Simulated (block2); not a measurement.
# DMRG/STO-6G run of GeHCl (SMILES [Cl][GeH])

What is the vertical ionisation energy of GeHCl at DMRG/STO-6G? Input form: a Python script.

The calculation is run with block2 0.5.4.

6 further runs of the same task are left out: 2 that didn't finish, 4 set aside as unsound or not needed.

## 1. The system as given

GeHCl: 3 atoms, total charge 0, spin state singlet. As SMILES, `[Cl][GeH]`. Geometry: a GFN2-xTB relaxation, a rough one for these elements and not checked as a minimum.

Bond lengths: Cl1–Ge2 2.130 Å, Ge2–H3 1.668 Å. Angles: Cl1–Ge2–H3 95.1°.

## 2. The energy at DMRG/STO-6G

dmrg.py reads:

```python
import numpy as np
from pyscf import cc, dft, gto, mcscf, mp, scf
from pyblock2._pyscf.ao2mo import integrals as itg
from pyblock2.driver.core import DMRGDriver, SymmetryTypes

mol = gto.M(atom="""
Cl     2.24438992    -1.64139721     1.03547543
Ge    -1.24377994    -0.73285469    -0.75417080
H     -1.00060998     2.37425190    -0.28130463
""", basis="sto-6g", unit="bohr", verbose=3)
print("nao                           : %d" % (mol.nao))
mf = scf.RHF(mol)
mf.conv_tol = 1e-10
mf.max_cycle = 200
mf.kernel()
if not mf.converged:
    mf = mf.newton().run(mf.mo_coeff, mf.mo_occ)
print("E(HF)                         : %.10f" % (mf.e_tot))
ref = mf
pt = mp.MP2(ref, frozen=14).run()
mycc = cc.CCSD(ref, frozen=14)
mycc.max_cycle = 150
mycc.kernel()
print(f"E(MP2)                        : {pt.e_tot:.10f}")
if mycc.converged:
    print(f"E(CCSD)                       : {mycc.e_tot:.10f}")
    print(f"E(CCSD(T))                    : {mycc.e_tot + mycc.ccsd_t():.10f}")
    print("T1                            : %.4f" % (mycc.get_t1_diagnostic()))
ks = dft.RKS(mol, xc="m06l").set(conv_tol=1e-9, verbose=3).run()
if ks.converged:
    print(f"E(M06-L)                      : {ks.e_tot:.8f}")
ks = dft.RKS(mol, xc="revpbe").set(conv_tol=1e-9, verbose=3).run()
if ks.converged:
    print("E(revPBE)                     : %.8f" % (ks.e_tot))
ks = dft.RKS(mol, xc="wb97x").set(conv_tol=1e-9, verbose=3).run()
if ks.converged:
    print("E(wB97X)                      : %.8f" % (ks.e_tot))
ks = dft.RKS(mol, xc="blyp").set(conv_tol=1e-9, verbose=3).run()
if ks.converged:
    print("E(BLYP)                       : %.8f" % (ks.e_tot))
occ_no, mo = mcscf.addons.make_natural_orbitals(mp.MP2(mf, frozen=14).run())
mf.mo_coeff = mo
ncas, n_elec, spin, ecore, h1e, g2e, orb_sym = itg.get_rhf_integrals(mf, ncore=14, ncas=14, pg_symm=False, g2e_symm=1)
driver = DMRGDriver(scratch="./tmp", symm_type=SymmetryTypes.SU2, stack_mem=1500 << 20, n_threads=1)
idx = driver.orbital_reordering(h1e, g2e, method="fiedler")
print("orbital order:", idx.tolist())
h1e = h1e[np.ix_(idx, idx)]
g2e = g2e[np.ix_(idx, idx, idx, idx)]
orb_sym = np.array(orb_sym)[idx]
driver.initialize_system(n_sites=ncas, n_elec=n_elec, spin=spin, orb_sym=orb_sym)
mpo = driver.get_qc_mpo(h1e=h1e, g2e=g2e, ecore=ecore, iprint=0)
ket = driver.get_random_mps(tag="GS", bond_dim=150, nroots=1)
bond_dims = [150] * 2 + [200] * 3
noises = [0.0001] * 2 + [1e-05] * 3 + [0]
thrds = [1e-09] * 5
e = driver.dmrg(mpo, ket, n_sweeps=11, tol=1e-06, bond_dims=bond_dims, noises=noises, thrds=thrds, iprint=2)
ms, dws, es = driver.get_dmrg_results()
print("max discarded weight          : %.3e" % (dws[-1]))
print("final energy                  : %.10f" % (e))
dm1 = driver.get_1pdm(ket)
print("natural occupations           :", np.round(np.linalg.eigvalsh(dm1)[::-1], 5).tolist())
print(f"max block entropy             : {max(driver.get_bipartite_entanglement(ket)):.4f}")
ci = mcscf.CASCI(mf, 14, (11, 11))
ci.fix_spin_(ss=0)
ci.fcisolver.conv_tol = 1e-10
ci.fcisolver.max_cycle = 200
ci.kernel()
print("E(FCI)                        : %.10f" % (ci.e_tot))
```

On the command line:

```sh
$ python dmrg.py
```

Log:

```text
nao                           : 28
[... 38 lines left out ...]
 --> Site =    0-   1 .. Mmps =    3 Ndav =   7 E =  -2520.2933755865 Error = 0.00e+00 FLOPS = 1.31e+07 Tdav = 0.00 T = 0.01
[... 10 lines left out ...]
 --> Site =   11-  12 .. Mmps =   64 Ndav =   1 E =  -2522.8844407572 Error = 2.67e-20 FLOPS = 1.96e+09 Tdav = 0.00 T = 0.03
[... 19 lines left out ...]
 <-- Site =    3-   4 .. Mmps =  150 Ndav =   3 E =  -2522.8896728909 Error = 3.28e-09 FLOPS = 9.05e+09 Tdav = 0.01 T = 0.07
[... 19 lines left out ...]
 --> Site =    7-   8 .. Mmps =  200 Ndav =   2 E =  -2522.8896730067 Error = 5.74e-11 FLOPS = 1.38e+10 Tdav = 0.06 T = 0.53
[... 19 lines left out ...]
 <-- Site =    7-   8 .. Mmps =  200 Ndav =   1 E =  -2522.8896730066 Error = 5.55e-13 FLOPS = 1.34e+10 Tdav = 0.04 T = 0.55
[... 19 lines left out ...]
 --> Site =    3-   4 .. Mmps =  110 Ndav =   1 E =  -2522.8896730063 Error = 0.00e+00 FLOPS = 7.77e+09 Tdav = 0.01 T = 0.07
[... 19 lines left out ...]
 <-- Site =   11-  12 .. Mmps =   10 Ndav =   1 E =  -2522.8896730066 Error = 0.00e+00 FLOPS = 2.25e+09 Tdav = 0.00 T = 0.02
[... 5 lines left out ...]
 <-- Site =    5-   6 .. Mmps =  184 Ndav =   1 E =  -2522.8896730066 Error = 2.14e-20 FLOPS = 1.58e+10 Tdav = 0.03 T = 0.21
 <-- Site =    4-   5 .. Mmps =  176 Ndav =   1 E =  -2522.8896730066 Error = 4.10e-20 FLOPS = 1.19e+10 Tdav = 0.02 T = 0.14
 <-- Site =    3-   4 .. Mmps =  106 Ndav =   1 E =  -2522.8896730066 Error = 3.58e-20 FLOPS = 8.30e+09 Tdav = 0.01 T = 0.08
 <-- Site =    2-   3 .. Mmps =   41 Ndav =   1 E =  -2522.8896730066 Error = 5.42e-20 FLOPS = 3.97e+09 Tdav = 0.00 T = 0.03
 <-- Site =    1-   2 .. Mmps =   19 Ndav =   1 E =  -2522.8896730066 Error = 5.01e-20 FLOPS = 1.08e+09 Tdav = 0.00 T = 0.01
 <-- Site =    0-   1 .. Mmps =    6 Ndav =   1 E =  -2522.8896730066 Error = 9.62e-21 FLOPS = 1.18e+08 Tdav = 0.00 T = 0.00
[... 8 lines left out ...]
max discarded weight          : 5.421e-20
final energy                  : -2522.8896730066
natural occupations           : [1.99993, 1.99991, 1.99988, 1.99984, 1.99977, 1.99972, 1.99894, 1.99021, 1.98493, 1.96474, 1.93616, 0.05455, 0.04463, 0.02679]
max block entropy             : 0.3438
CASCI E = -2522.88967300726  E(CI) = -136.396467915557  S^2 = 0.0000000
E(FCI)                        : -2522.8896730073
```

It took 27 s on 1 thread of Intel Xeon 6975P-C (Granite Rapids), shared host; peak memory 0.54 GiB.

## 3. The doublet cation: the energy at DMRG/STO-6G

job.py reads:

```python
import numpy as np
from pyscf import cc, dft, gto, mp, scf
from pyblock2._pyscf.ao2mo import integrals as itg
from pyblock2.driver.core import DMRGDriver, SymmetryTypes

mol = gto.M(atom="""
Cl     1.187680    -0.868590     0.547950
Ge    -0.658180    -0.387810    -0.399090
H     -0.529500     1.256400    -0.148860
""", basis="sto-6g", charge=1, spin=1, verbose=4, max_memory=2000)
print("nao                           : %d" % (mol.nao))
mf = scf.UHF(mol)
mf.conv_tol = 1e-10
mf.max_cycle = 200
mf.kernel()
if not mf.converged:
    mf = mf.newton().run(mf.mo_coeff, mf.mo_occ)
# follow internal instabilities down to a minimum
for _ in range(5):
    mo, _, ok, _ = mf.stability(return_status=True)
    if ok:
        break
    mf.kernel(mf.make_rdm1(mo, mf.mo_occ))
print(f"SCF energy                    : {mf.e_tot:.10f}")
print("reference S^2                 : %.4f" % (mf.spin_square()[0]))
# single-reference ladder for comparison
ref = mf
pt = mp.MP2(ref, frozen=14).run()
mycc = cc.CCSD(ref, frozen=14)
mycc.max_cycle = 150
mycc.kernel()
print("E(MP2)                        : %.10f" % (pt.e_tot))
if mycc.converged:
    print(f"E(CCSD)                       : {mycc.e_tot:.10f}")
    print("CCSD(T) total energy          : %.10f" % (mycc.e_tot + mycc.ccsd_t()))
# a few density functionals on the same geometry and basis
ks = dft.UKS(mol, xc="m06l").set(conv_tol=1e-9, verbose=3).run(mf.make_rdm1())
if ks.converged:
    print(f"E(M06-L)                      : {ks.e_tot:.8f}")
ks = dft.UKS(mol, xc="revpbe").set(conv_tol=1e-9, verbose=3).run(mf.make_rdm1())
if ks.converged:
    print(f"E(revPBE)                     : {ks.e_tot:.8f}")
ks = dft.UKS(mol, xc="wb97x").set(conv_tol=1e-9, verbose=3).run(mf.make_rdm1())
if ks.converged:
    print("E(wB97X)                      : %.8f" % (ks.e_tot))
ks = dft.UKS(mol, xc="blyp").set(conv_tol=1e-9, verbose=3).run(mf.make_rdm1())
if ks.converged:
    print(f"E(BLYP)                       : {ks.e_tot:.8f}")
ncas, n_elec, spin, ecore, h1e, g2e, orb_sym = itg.get_uhf_integrals(mf, ncore=14, ncas=14, pg_symm=False, g2e_symm=8)
drv = DMRGDriver(scratch="./tmp", symm_type=SymmetryTypes.SZ, stack_mem=1500 << 20, n_threads=1)
drv.initialize_system(n_sites=ncas, n_elec=n_elec, spin=spin, orb_sym=orb_sym)
mpo = drv.get_qc_mpo(h1e=h1e, g2e=g2e, ecore=ecore, iprint=1)
mps = drv.get_random_mps(tag="GS", bond_dim=37, nroots=1)
bond_dims = [37] * 2 + [75] * 4 + [150] * 2
noises = [0.0001] * 2 + [0.0001] * 4 + [1e-05] * 2 + [0]
thrds = [1e-09] * 8
e = drv.dmrg(mpo, mps, n_sweeps=14, tol=1e-07, bond_dims=bond_dims, noises=noises, thrds=thrds, iprint=1)
ms, dws, es = drv.get_dmrg_results()
print("max discarded weight          : %.3e" % (dws[-1]))
print("total energy                  : %.10f" % (e))
dm1 = drv.get_1pdm(mps)
print("natural occupations           :", np.round(np.concatenate([np.linalg.eigvalsh(x)[::-1] for x in dm1]), 5).tolist())
print("orbital entropies             :", np.round(drv.get_orbital_entropies(mps, orb_type=1), 4).tolist())
print(f"largest bipartite entropy     : {max(drv.get_bipartite_entanglement(mps)):.4f}")
```

On the command line:

```sh
$ python job.py
```

Log:

```text
[INPUT] verbose = 4
[INPUT] num. atoms = 3
[INPUT] num. electrons = 49
[INPUT] charge = 1
[INPUT] spin (= nelec alpha-beta = 2S) = 1
[INPUT] symmetry False subgroup None
[INPUT] Mole.unit = angstrom
[INPUT] Symbol           X                Y                Z      unit          X                Y                Z       unit  Magmom
[INPUT]  1 Cl     1.187680000000  -0.868590000000   0.547950000000 AA    2.244389923623  -1.641397214536   1.035475429955 Bohr   0.0
[INPUT]  2 Ge    -0.658180000000  -0.387810000000  -0.399090000000 AA   -1.243779940666  -0.732854688368  -0.754170799053 Bohr   0.0
[INPUT]  3 H     -0.529500000000   1.256400000000  -0.148860000000 AA   -1.000609982957   2.374251902904  -0.281304630903 Bohr   0.0

nuclear repulsion = 148.5181793104
number of shells = 14
number of NR pGTOs = 168
number of NR cGTOs = 28
basis = sto-6g
ecp = {}
CPU time:         0.34
nao                           : 28

[... 79 lines left out ...]
converged SCF energy = -2522.58832271498  <S^2> = 0.76980825  2S+1 = 2.0197111
[... 2 lines left out ...]
SCF energy                    : -2522.5883227150
[... 23 lines left out ...]
Init t2, MP2 energy = -0.037217577007925
[... 17 lines left out ...]
UCCSD converged
[... 4 lines left out ...]
CCSD(T) total energy          : -2522.6463174787
[... 9 lines left out ...]
converged SCF energy = -2524.75404161435  <S^2> = 0.75682765  2S+1 = 2.006816
[... 10 lines left out ...]
converged SCF energy = -2524.28330686441  <S^2> = 0.752264  2S+1 = 2.0022627
[... 10 lines left out ...]
converged SCF energy = -2524.58538333051  <S^2> = 0.75662424  2S+1 = 2.0066133
[... 10 lines left out ...]
converged SCF energy = -2524.42253983342  <S^2> = 0.75223983  2S+1 = 2.0022386
[... 1 line left out ...]
integral symmetrize error =  0.0
integral cutoff error =  0.0
[... 34 lines left out ...]
Sweep =    4 | Direction =  forward | Bond dimension =   75 | Noise =  1.00e-04 | Dav threshold =  1.00e-09
Time elapsed =      4.029 | E =   -2522.6470039319 | DE = -3.87e-04 | DW = 1.19019e-04

Sweep =    5 | Direction = backward | Bond dimension =   75 | Noise =  1.00e-04 | Dav threshold =  1.00e-09
Time elapsed =      5.013 | E =   -2522.6470039321 | DE = -1.65e-10 | DW = 1.14647e-04

Sweep =    6 | Direction =  forward | Bond dimension =  150 | Noise =  1.00e-05 | Dav threshold =  1.00e-09
Time elapsed =      6.646 | E =   -2522.6471808937 | DE = -1.77e-04 | DW = 4.36294e-06

Sweep =    7 | Direction = backward | Bond dimension =  150 | Noise =  1.00e-05 | Dav threshold =  1.00e-09
Time elapsed =      9.176 | E =   -2522.6472258059 | DE = -4.49e-05 | DW = 4.16696e-06

Sweep =    8 | Direction =  forward | Bond dimension =  150 | Noise =  0.00e+00 | Dav threshold =  1.00e-08
Time elapsed =     11.386 | E =   -2522.6472467063 | DE = -2.09e-05 | DW = 5.24359e-06

Sweep =    9 | Direction = backward | Bond dimension =  150 | Noise =  0.00e+00 | Dav threshold =  1.00e-08
Time elapsed =     13.691 | E =   -2522.6472467077 | DE = -1.47e-09 | DW = 5.25088e-06

max discarded weight          : 5.251e-06
total energy                  : -2522.6472467077
natural occupations           : [0.99997, 0.99996, 0.99995, 0.99992, 0.99988, 0.99973, 0.99875, 0.98856, 0.98375, 0.97973, 0.977, 0.02755, 0.02433, 0.02092, 0.99995, 0.99995, 0.99994, 0.99983, 0.99968, 0.99966, 0.99219, 0.98578, 0.97481, 0.96782, 0.03527, 0.02036, 0.01521, 0.00955]
orbital entropies             : [0.0206, 0.0011, 0.0049, 0.001, 0.0016, 0.0086, 0.1496, 0.1939, 0.1534, 0.2078, 0.2243, 0.2172, 0.1722, 0.1578]
largest bipartite entropy     : 0.5623
```

Wall time 32 s (1 thread of Intel Xeon 6975P-C (Granite Rapids), shared host); peak memory 0.45 GiB.

## 4. What came out

At DMRG/STO-6G, 14 core orbitals frozen:

| quantity | value |
| --- | --- |
| run 1, DMRG/STO-6G: total energy | -2522.88967 Eh |
| run 1, DMRG/STO-6G: T1 diagnostic of the CCSD step | 0.009 |
| doublet cation: total energy | -2522.64725 Eh |
| vertical ionisation energy (to the doublet cation) | 6.597 eV |

Removing an electron at fixed nuclei costs 6.60 eV (152 kcal/mol). In a minimal basis such a difference can be off by several eV, whatever the method.
